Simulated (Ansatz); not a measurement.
**ClH3OSi2: one species, many methods**

An exercise on one series of results from a longer session: the logs are not shown, and one member is left open.

Program: Ansatz 0.2.0, Gaussian basis. Level of theory: functionals in def2-TZVPP, the program's frozen cores in correlated methods. These are calculated values, not measurements.

Levels to be run: LDA (SPW92), PBE-D4, revPBE-D4, BLYP-D4, r2SCAN-D4, B97M-V, PBE0-D4, B3LYP-D4, r2SCANh-D4, r2SCAN0-D4, HSE06-D4, BHLYP-D4, CAM-B3LYP-D4, LC-ωPBE, ωB97X-V, ωB97M-V, B2PLYP, PBE-QIDH; CCSD(T)/def2-SVP; CCSD(T)/def2-TZVPP; MP2/def2-QZVPP; extrapolation to the limit; RPA on PBE.

**The geometry**

An earlier PBE0-D4 in a triple-zeta def2 set relaxation fixed the geometry.

SMILES `Cl[SiH]1O[SiH2]1`, 7 atoms, charge 0, spin multiplicity 1.

Atoms are counted from 1 here; the program's logs count them from 0.

Bond lengths: Cl1–Si2 2.041 Å, Si2–O3 1.676 Å, Si2–Si4 2.187 Å, Si2–H5 1.477 Å, O3–Si4 1.705 Å, Si4–H6 1.482 Å, Si4–H7 1.483 Å. Angles: Cl1–Si2–O3 114.5°, Cl1–Si2–Si4 123.8°, Cl1–Si2–H5 107.0°, O3–Si2–Si4 50.3°, O3–Si2–H5 114.5°, Si4–Si2–H5 129.0°, Si2–O3–Si4 80.6°, Si2–Si4–O3 49.1°, Si2–Si4–H6 123.4°, Si2–Si4–H7 125.5°, O3–Si4–H6 114.0°, O3–Si4–H7 114.0°, H6–Si4–H7 110.8°.

As a file:

```csv
atom,x (Å),y (Å),z (Å)
Cl1,-2.6275,-0.5782,-0.3367
Si2,-0.7442,0.1068,-0.7253
O3,0.4777,-0.9911,-0.3949
Si4,0.8491,0.1970,0.7704
H5,-0.7480,0.6204,-2.1106
H6,0.6795,-0.2574,2.1710
H7,2.1747,0.8344,0.5804
```

Set-up of the first run:

Contents of in.yaml:

```yaml
crystal:
  periodic: [false, false, false]
  atoms:
    - {symbol: Cl, position_ang: [-2.627520, -0.578238, -0.336689]}
    - {symbol: Si, position_ang: [-0.744161, 0.106826, -0.725265]}
    - {symbol: O, position_ang: [0.477747, -0.991129, -0.394919]}
    - {symbol: Si, position_ang: [0.849084, 0.196997, 0.770367]}
    - {symbol: H, position_ang: [-0.748024, 0.620427, -2.110615]}
    - {symbol: H, position_ang: [0.679476, -0.257419, 2.170977]}
    - {symbol: H, position_ang: [2.174697, 0.834434, 0.580443]}
basis:
  gaussian: {orbitals: def2-TZVPP}
hamiltonian: {xc: lda}
output: {orbitals: {seedname: orbitals}}
```

Run with:

```console
ansatz run in.yaml --threads 2 --pin off --events-out ev --progress --plain --max-ram 4352MiB
```

Steps of the session up to this table: LDA; PBE-D4 (GGA); revPBE-D4 (GGA); BLYP-D4 (GGA); r2SCAN-D4 (meta-GGA); B97M-V (meta-GGA); B3LYP-D4 (hybrid); r2SCANh-D4 (hybrid); r2SCAN0-D4 (hybrid); HSE06-D4 (hybrid); BHLYP-D4 (hybrid); CAM-B3LYP-D4 (range-separated); LC-ωPBE (range-separated); ωB97X-V (range-separated); ωB97M-V (range-separated); B2PLYP (double hybrid); PBE-QIDH (double hybrid).

One table of the session follows, with a row left open; its other results are not shown here.

It belongs to the step «Orbital energies across the functionals». 

```
  functional  HOMO (eV)  gap (eV)
 LDA (SPW92)      -6.19      3.97
      PBE-D4      -6.07      4.06
   revPBE-D4      -6.02      4.09
     BLYP-D4      -5.92      4.04
   r2SCAN-D4      -6.29      4.54
      B97M-V      -6.36      4.46
     PBE0-D4      -7.18      6.00
    B3LYP-D4          ?         ?
  r2SCANh-D4      -6.71      5.25
  r2SCAN0-D4      -7.33      6.30
    HSE06-D4      -6.79      5.24
    BHLYP-D4      -8.20      7.94
CAM-B3LYP-D4      -8.45      8.30
     LC-ωPBE      -9.73     10.70
     ωB97X-V      -9.41     10.30
     ωB97M-V      -9.22      9.82
```

Estimate the missing values for B3LYP-D4.

Worked estimate for «HOMO (eV)». Against the share of exact exchange, BLYP-D4 (0, -5.92), BHLYP-D4 (0.5, -8.20) give a slope of -4.56 per unit share; at 0.2 the line stands at -6.83.

As computed: HOMO (eV): -6.99; gap (eV): 5.60. In «HOMO (eV)» the line misses by +0.16.
